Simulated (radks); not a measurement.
# The Coulomb parameter U of the 5d shell of Ta⁺

The task here is to estimate one member of a computed series from the others.

Program: radks (a radial shooting solver on a logarithmic mesh, Libxc functionals) version 1. Level of theory: Dirac Kohn-Sham, PBE, spin-unpolarised, spherical densities, point nucleus; open shells are shared between the two j in proportion to 2j + 1. These are calculated values, not measurements, unless marked.

**What is computed**

| Property | Result |
| --- | --- |
| element | tantalum (Z = 73) |
| charge | +1 |
| electrons | 72 |
| configuration | [Xe] 4f14 5d2 6s1 6p1 |

Outer shells as boxes (Hund's rule):

Ta⁺
```
[Xe] core
4f [↑↓][↑↓][↑↓][↑↓][↑↓][↑↓][↑↓]
5d [↑ ][↑ ][  ][  ][  ]
6s [↑ ]
6p [↑ ][  ][  ]
```

The first run:

The run's settings:

```text
Z 73
configuration [Xe] 4f14 5d2 6s1 6p1
relativity Dirac
functional pbe,pbe
spin unpolarised
j_filling average
nucleus point
c 137.035999084
```

Among the steps run: Start: [Xe] 4f14 5d2 6s1 6p1.

One of the session's tables, all rows but one given; the rest of the session is left out.

Radial moments (bohr):

| level | <r> | outermost maximum (interpolated) | 90 % within | nodes |
| --- | --- | --- | --- | --- |
| 5p3/2 | 1.316 | 1.15 | 1.92 | 3 |
| 4f5/2 | 0.6328 | 0.439 | 1.06 | 0 |
| 4f7/2 | 0.6435 | 0.444 | 1.08 | 0 |
| 5d3/2 | 1.947 | 1.50 | 3.05 | 2 |
| 6s1/2 | ? | ? | ? | ? |
| 5d5/2 | 2.011 | 1.55 | 3.15 | 2 |
| 6p1/2 | 3.626 | 3.14 | 5.31 | 4 |
| 6p3/2 | 3.900 | 3.39 | 5.70 | 4 |

Q: Estimate the row for 6s1/2 from the others.

The run gave: <r>: 2.959; outermost maximum (interpolated): 2.60; 90 % within: 4.29; nodes: 5. In the column «<r>» it lies between 5d5/2 (2.011) and 6p1/2 (3.626).
